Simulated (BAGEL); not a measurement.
# CH5BN2 (SMILES NC1BN1) at HF/3-21G (density fitting with qzvpp-jkfit)

Aim: the energy change on altering one bond length of CH5BN2 at HF/3-21G (density fitting with qzvpp-jkfit), from 2 runs. 

The results are computed with BAGEL 1.2.2.

2 further runs of the same task are left out: 2 that didn't finish. Runs told in other sessions of the task aren't counted.

## Step 1: The system as given

The species is CH5BN2 (9 atoms), meant as a singlet with charge 0. SMILES: `NC1BN1`. Geometry: relaxed at PBE0-D4/def2-TZVP. This is one conformer, not always the lowest.

Bond lengths: N1–C2 1.431 Å, C2–B3 1.561 Å, C2–N4 1.467 Å, B3–N4 1.341 Å, N1–H5 1.010 Å, N1–H6 1.010 Å, C2–H7 1.092 Å, B3–H8 1.184 Å, N4–H9 1.004 Å. Some angles: N1–C2–B3 121.1°, N1–C2–N4 117.3°, B3–C2–N4 52.5°, C2–B3–N4 60.2°, C2–N4–B3 67.4°, N1–C2–H7 115.1°, B3–C2–H7 121.0°, N4–C2–H7 113.6°, C2–N1–H5 112.4°, C2–N1–H6 112.7°.

## Step 2: A single-point energy at HF/3-21G (density fitting with qzvpp-jkfit)

Contents of hf.json:

```json
{ "bagel": [

{
  "title": "molecule",
  "basis": "3-21g",
  "df_basis": "qzvpp-jkfit",
  "angstrom": true,
  "geometry": [
    { "atom": "N", "xyz": [    0.142900,    1.194400,   -0.640600 ] },
    { "atom": "C", "xyz": [   -0.364200,   -0.077200,   -0.222300 ] },
    { "atom": "B", "xyz": [    0.591200,   -1.194100,    0.303200 ] },
    { "atom": "N", "xyz": [   -0.130500,   -0.469900,    1.171500 ] },
    { "atom": "H", "xyz": [    0.784000,    1.117400,   -1.417000 ] },
    { "atom": "H", "xyz": [   -0.589900,    1.842600,   -0.892400 ] },
    { "atom": "H", "xyz": [   -1.366400,   -0.317200,   -0.582700 ] },
    { "atom": "H", "xyz": [    1.414200,   -2.039000,    0.194700 ] },
    { "atom": "H", "xyz": [   -0.392800,   -0.103200,    2.068300 ] }
  ]
},
{ "title": "hf" },
{ "title": "print", "file": "orbitals.molden", "orbitals": true }

]}
```

On the command line:

```sh
BAGEL_NUM_THREADS=1 BAGEL hf.json > hf.out
```

What it wrote:

```text
* using 1 threads per process

  ===============================================================
  ===============================================================

  *** Geometry ***

  { "atom" : "N", "xyz" : [      0.270042,      2.257089,     -1.210559 ] },
  { "atom" : "C", "xyz" : [     -0.688238,     -0.145887,     -0.420086 ] },
  { "atom" : "B", "xyz" : [      1.117206,     -2.256522,      0.572965 ] },
  { "atom" : "N", "xyz" : [     -0.246609,     -0.887982,      2.213814 ] },
  { "atom" : "H", "xyz" : [      1.481545,      2.111580,     -2.677742 ] },
  { "atom" : "H", "xyz" : [     -1.114749,      3.482009,     -1.686392 ] },
  { "atom" : "H", "xyz" : [     -2.582122,     -0.599421,     -1.101143 ] },
  { "atom" : "H", "xyz" : [      2.672451,     -3.853152,      0.367930 ] },
  { "atom" : "H", "xyz" : [     -0.742284,     -0.195020,      3.908521 ] },

  Number of auxiliary basis functions:      394

  Since a DF basis is specified, we compute 2- and 3-index integrals:
    o Being stored without compression. Storage requirement is 0.007 GB

  Number of basis functions:       46
  Number of electrons      :       30

    * METHOD: MOLECULE                             0.12

  *** RHF ***

  === Nuclear Repulsion ===
   109.4483437159

      * DIIS with orbital gradients will be used.

  === RHF iteration (3-21g) ===
      0       -173.21174993          0.02818799           0.02
      1       -173.31053131          0.01395474           0.02
      2       -173.33726712          0.00229004           0.02
      3       -173.33832888          0.00071801           0.02
      4       -173.33841393          0.00011295           0.02
      5       -173.33842153          0.00003445           0.02
      6       -173.33842214          0.00001173           0.02
      7       -173.33842222          0.00000387           0.02
      8       -173.33842223          0.00000129           0.02
      9       -173.33842223          0.00000055           0.02
     10       -173.33842223          0.00000027           0.02
     11       -173.33842223          0.00000009           0.02
     12       -173.33842223          0.00000003           0.02
     13       -173.33842223          0.00000001           0.02
     14       -173.33842223          0.00000000           0.02
    * SCF iteration converged.

    * Permanent dipole moment:
           (    0.397165,    -0.102802,     0.199166) a.u.

    * METHOD: HF                                   0.39

    * METHOD: PRINT                                0.01

  ===============================================================
```

Wall time 0.65 s (1 thread of Arm Neoverse V1, shared host).

## Step 3: The distorted shape, same level

Contents of input.json:

```json
{ "bagel" : [

{
  "title" : "molecule",
  "basis" : "3-21g",
  "df_basis" : "qzvpp-jkfit",
  "angstrom" : "true",
  "geometry" : [
    { "atom" : "N", "xyz" : [       0.362742,       0.999938,      -0.565059 ] },
    { "atom" : "C", "xyz" : [      -0.144358,      -0.271662,      -0.146759 ] },
    { "atom" : "B", "xyz" : [       0.811042,      -1.388562,       0.378741 ] },
    { "atom" : "N", "xyz" : [       0.089342,      -0.664362,       1.247041 ] },
    { "atom" : "H", "xyz" : [       1.003842,       0.922938,      -1.341459 ] },
    { "atom" : "H", "xyz" : [      -0.589900,       1.842600,      -0.892400 ] },
    { "atom" : "H", "xyz" : [      -1.146558,      -0.511662,      -0.507159 ] },
    { "atom" : "H", "xyz" : [       1.634042,      -2.233462,       0.270241 ] },
    { "atom" : "H", "xyz" : [      -0.172958,      -0.297662,       2.143841 ] }
  ]
},

{
  "title" : "hf",
  "charge" : 0
},

{
  "title" : "print",
  "file" : "orbitals.molden",
  "orbitals" : "true"
}

]}
```

On the command line:

```sh
BAGEL_NUM_THREADS=1 BAGEL input.json > input.out
```

What it wrote:

```text
* using 1 threads per process

  ===============================================================
  ===============================================================

  *** Geometry ***

  { "atom" : "N", "xyz" : [      0.685483,      1.889609,     -1.067807 ] },
  { "atom" : "C", "xyz" : [     -0.272797,     -0.513367,     -0.277334 ] },
  { "atom" : "B", "xyz" : [      1.532647,     -2.624002,      0.715717 ] },
  { "atom" : "N", "xyz" : [      0.168832,     -1.255462,      2.356566 ] },
  { "atom" : "H", "xyz" : [      1.896986,      1.744100,     -2.534990 ] },
  { "atom" : "H", "xyz" : [     -1.114749,      3.482009,     -1.686392 ] },
  { "atom" : "H", "xyz" : [     -2.166681,     -0.966901,     -0.958392 ] },
  { "atom" : "H", "xyz" : [      3.087892,     -4.220631,      0.510681 ] },
  { "atom" : "H", "xyz" : [     -0.326843,     -0.562500,      4.051272 ] },

  Number of auxiliary basis functions:      394

  Since a DF basis is specified, we compute 2- and 3-index integrals:
    o Being stored without compression. Storage requirement is 0.007 GB

  Number of basis functions:       46
  Number of electrons      :       30

    * METHOD: MOLECULE                             0.11

  *** RHF ***

  === Nuclear Repulsion ===
   108.2318988515

      * DIIS with orbital gradients will be used.

  === RHF iteration (3-21g) ===
      0       -173.16102378          0.02841141           0.02
      1       -173.26087012          0.01474555           0.02
      2       -173.29157417          0.00229957           0.02
      3       -173.29281490          0.00060304           0.02
      4       -173.29288643          0.00015386           0.02
      5       -173.29289913          0.00004639           0.02
      6       -173.29290023          0.00001620           0.02
      7       -173.29290041          0.00000630           0.02
      8       -173.29290043          0.00000231           0.02
      9       -173.29290044          0.00000097           0.02
     10       -173.29290044          0.00000044           0.02
     11       -173.29290044          0.00000017           0.02
     12       -173.29290044          0.00000005           0.02
     13       -173.29290044          0.00000002           0.02
     14       -173.29290044          0.00000001           0.02
    * SCF iteration converged.

    * Permanent dipole moment:
           (    0.371738,    -0.021252,     0.174491) a.u.

    * METHOD: HF                                   0.39

    * METHOD: PRINT                                0.01

  ===============================================================
```

Run time: 0.65 s. Hardware: 1 thread of Arm Neoverse V1, shared host.

## Step 4: Outcome

At HF/3-21G (density fitting with qzvpp-jkfit):

```
                                                         quantity          value
                                        first shape: total energy  -173.33842 Eh
                                       first shape: dipole moment         1.16 D
                                         first shape: HOMO energy       -9.97 eV
                                         first shape: LUMO energy        4.77 eV
                                       first shape: HOMO–LUMO gap       14.74 eV
                                    distorted shape: total energy  -173.29290 Eh
                                   distorted shape: dipole moment         1.05 D
                                     distorted shape: HOMO energy       -9.98 eV
                                     distorted shape: LUMO energy        4.53 eV
                                   distorted shape: HOMO–LUMO gap       14.51 eV
energy change with the N1–H6 bond stretched from 1.010 to 1.313 Å       1.239 eV
```

**Reading.** With the N1–H6 bond stretched from 1.010 to 1.313 Å the energy rises by 1.24 eV (29 kcal/mol). The first shape isn't relaxed at this level, so the change isn't measured from a minimum.
